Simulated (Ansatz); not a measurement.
**Sc started on an Al site in zincblende AlN, 16 atoms, charge +1**

Aim: a base single point, then the same cell under other settings, to see what each one moves.

Method: density functional theory in Ansatz 0.2.0, PAW datasets, plane waves.

1 further run of the same task is left out (it didn't finish).

### Step 1. Starting point

16 atoms (7 Al, 8 N, 1 Sc); a = 8.755 Å, b = 4.378 Å, c = 4.378 Å, α = 90.00°, β = 90.00°, γ = 90.00°. All atoms were shaken off their sites by about 0.07 Å along each axis. Defect site 1: (0.500, 0.500, 0.500). Starting moments add up to 1 μB.

### Step 2. PBEsol on the given atoms

in.yaml

```yaml
crystal:
  lattice:
    - [8.755444, 0.000000, 0.000000]
    - [0.000000, 4.377722, 0.000000]
    - [0.000000, 0.000000, 4.377722]
  atoms:
    - { symbol: Al, position: [0.993269, 0.025866, 0.990887] }
    - { symbol: Al, position: [0.496449, 0.002717, 0.004987] }
    - { symbol: Al, position: [0.256314, 0.507390, 0.996688] }
    - { symbol: Al, position: [0.747401, 0.523627, 0.973102] }
    - { symbol: Al, position: [0.251525, 0.977855, 0.514341] }
    - { symbol: Al, position: [0.734696, 0.010688, 0.504814] }
    - { symbol: Al, position: [0.990491, 0.499688, 0.483583] }
    - { symbol: N, position: [0.120958, 0.281822, 0.255485] }
    - { symbol: N, position: [0.616583, 0.242225, 0.269414] }
    - { symbol: N, position: [0.380471, 0.774413, 0.263832] }
    - { symbol: N, position: [0.873688, 0.770782, 0.229607] }
    - { symbol: N, position: [0.384649, 0.216045, 0.738729] }
    - { symbol: N, position: [0.863898, 0.245899, 0.767669] }
    - { symbol: N, position: [0.120442, 0.751857, 0.760703] }
    - { symbol: N, position: [0.604241, 0.731999, 0.724105] }
    - { symbol: Sc, position: [0.491651, 0.476170, 0.492338], spin: 1 }
kpoints:
  mp_grid: { grid: [2, 2, 2], shift: [0.5, 0.5, 0.5] }
hamiltonian:
  xc: pbesol
total_charge: 1
magnetization:
  spin_polarized: true
scf:
  occupations: { method: fermi_dirac, width: 0.01 }
output:
  forces: true
  eigenvalues: true
  populations: true
  charged_corrections: { epsilon: 8.5 }
```

The run is started by

```console
$ ansatz run in.yaml --threads 8 --pin off --max-ram 13300MiB --runs-dir r --events-out ev --progress --plain
```

### Step 3. Run again with mixing beta 0.1, smearing width 0.2 eV

Changes to in.yaml since step 2:

```diff
@@ -30,3 +30,5 @@
 scf:
-  occupations: { method: fermi_dirac, width: 0.01 }
+  occupations: { method: fermi_dirac, width: 0.2 }
+  max_iter: 100
+  mixing: { beta: 0.1 }
 output:
@@ -34,3 +36,2 @@
   eigenvalues: true
-  populations: true
-  charged_corrections: { epsilon: 8.5 }
+  stress: true
```

### Step 4. Run again with 4 extra bands, occupations cold, dispersion rVV10

Changes to in.yaml since step 3:

```diff
@@ -26,2 +26,3 @@
   xc: pbesol
+  dispersion: rvv10
 total_charge: 1
@@ -30,5 +31,5 @@
 scf:
-  occupations: { method: fermi_dirac, width: 0.2 }
-  max_iter: 100
-  mixing: { beta: 0.1 }
+  occupations: { method: cold, width: 0.01 }
+  max_iter: 60
+  n_extra_bands: 4
 output:
@@ -37 +38,5 @@
   stress: true
+  write_density: true
+  write_potential: true
+  elf: true
+  volumetric_format: npy
```

### Step 5. Changed settings: charge changed by 2

Changes to in.yaml since step 4:

```diff
@@ -21,3 +21,3 @@
     - { symbol: N, position: [0.604241, 0.731999, 0.724105] }
-    - { symbol: Sc, position: [0.491651, 0.476170, 0.492338], spin: 1 }
+    - { symbol: Sc, position: [0.491651, 0.476170, 0.492338] }
 kpoints:
@@ -26,10 +26,6 @@
   xc: pbesol
-  dispersion: rvv10
-total_charge: 1
-magnetization:
-  spin_polarized: true
+total_charge: 3
 scf:
-  occupations: { method: cold, width: 0.01 }
-  max_iter: 60
-  n_extra_bands: 4
+  occupations: { method: fermi_dirac, width: 0.01 }
+  max_iter: 50
 output:
@@ -38,5 +34 @@
   stress: true
-  write_density: true
-  write_potential: true
-  elf: true
-  volumetric_format: npy
```

### Step 6. Changed settings: functional RPBE

Changes to in.yaml since step 5:

```diff
@@ -21,3 +21,3 @@
     - { symbol: N, position: [0.604241, 0.731999, 0.724105] }
-    - { symbol: Sc, position: [0.491651, 0.476170, 0.492338] }
+    - { symbol: Sc, position: [0.491651, 0.476170, 0.492338], spin: 1 }
 kpoints:
@@ -25,7 +25,9 @@
 hamiltonian:
-  xc: pbesol
-total_charge: 3
+  xc: rpbe
+total_charge: 1
+magnetization:
+  spin_polarized: true
 scf:
   occupations: { method: fermi_dirac, width: 0.01 }
-  max_iter: 50
+  max_iter: 100
 output:
```

### Step 7. Run again with cutoff 650 eV, density cutoff ratio 8

Changes to in.yaml since step 6:

```diff
@@ -24,4 +24,5 @@
   mp_grid: { grid: [2, 2, 2], shift: [0.5, 0.5, 0.5] }
+basis: { ecutwfc: 650, ecutrho_ratio: 8 }
 hamiltonian:
-  xc: rpbe
+  xc: pbesol
 total_charge: 1
@@ -31,3 +32,3 @@
   occupations: { method: fermi_dirac, width: 0.01 }
-  max_iter: 100
+  max_iter: 50
 output:
```

Before running it: what results should come out? Wanted: for each run, settings; status; energy from base; forces from base.

As calculated:

| settings | status | cycles | time | energy from base (meV/atom) | forces from base (eV/Å rms) | filled to empty level on the mesh (eV) |
| --- | --- | --- | --- | --- | --- | --- |
| base | converged | 24 | 2 s (8 CPU threads) | 0 | 0 | 0.08 |
| mixing beta 0.1, smearing width 0.2 eV | converged | 16 | 1.5 s (8 CPU threads) | -5.7 | 0.056 | - |
| 4 extra bands, occupations cold, dispersion rVV10 | refused | - | 0.1 s (8 CPU threads) | - | - | - |
| charge changed by 2 | converged | 14 | 0.7 s (8 CPU threads) | - | 0.162 | - |
| functional RPBE | converged | 29 | 2.2 s (8 CPU threads) | - | 0.088 | 0.10 |
| cutoff 650 eV, density cutoff ratio 8 | converged | 21 | 3.3 s (8 CPU threads) | -2.8 | 0.001 | 0.08 |

**Reading.** Among these variants the forces move most with charge changed by 2 (0.162 eV/Å rms) and least with cutoff 650 eV, density cutoff ratio 8 (0.001). 1 of 5 variants gave no result: 4 extra bands, occupations cold, dispersion rVV10 (refused).
